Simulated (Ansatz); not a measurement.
# ClH5Sn: the cost of one run

Program: Ansatz 0.2.0. Level of theory: RKS BLYP-D4/def2-SVP. These are calculated values, not measurements.

## Step 1: The system as given

Bond lengths: Sn1–Cl2 2.760 Å, Sn1–H3 1.740 Å, Sn1–H4 1.739 Å, Sn1–H5 1.739 Å, Sn1–H6 2.040 Å. Angles: Cl2–Sn1–H3 109.4°, Cl2–Sn1–H4 109.5°, Cl2–Sn1–H5 109.5°, Cl2–Sn1–H6 71.6°, H3–Sn1–H4 109.5°, H3–Sn1–H5 109.5°, H3–Sn1–H6 178.9°, H4–Sn1–H5 109.5°, H4–Sn1–H6 70.0°, H5–Sn1–H6 70.0°.

As a file:

```xyz
7

Sn    0.0000    0.0000    0.0000
Cl    0.0000    0.0000    2.7600
H     1.6408    0.0000   -0.5794
H    -0.8195    1.4198   -0.5794
H    -0.8195   -1.4198   -0.5794
H    -1.9359    0.0000    0.6433
H    -1.6217    0.0000    1.6527
```

## Step 2: Pulling towards end A

Springs on the bonds that form and break draw the guess towards this end; the thresholds are loose.

input.yaml

```yaml
crystal:
  periodic: [false, false, false]
  atoms:
    - { symbol: Sn, position_ang: [0.0, 0.0, 0.0] }
    - { symbol: Cl, position_ang: [0.0, 0.0, 2.76] }
    - { symbol: H, position_ang: [1.6408, 0.0, -0.5794] }
    - { symbol: H, position_ang: [-0.8195, 1.4198, -0.5794] }
    - { symbol: H, position_ang: [-0.8195, -1.4198, -0.5794] }
    - { symbol: H, position_ang: [-1.9359, 0.0, 0.6433] }
    - { symbol: H, position_ang: [-1.6217, 0.0, 1.6527] }
basis:
  gaussian: { orbitals: def2-SVP }
hamiltonian:
  xc: blyp
  dispersion: d4
relax:
  f_tol: 0.15
  max_steps: 25
  restrain:
    - { distance: [0, 5], at: 2.94, k: 30.0 }
    - { distance: [6, 1], at: 2.57, k: 30.0 }
    - { distance: [0, 1], at: 2.41, k: 30.0 }
    - { distance: [6, 5], at: 0.66, k: 30.0 }
```

The run is started by

```sh
> ansatz run input.yaml --threads 1 --pin off --max-ram 2048MiB --backend cpu --events-out ev --progress --plain --runs-dir out
```

What time and memory should one allow on 1 thread of AMD EPYC 9R45 (Zen 5), shared host?

About 4.4 s, with a peak of 0.14 GiB.
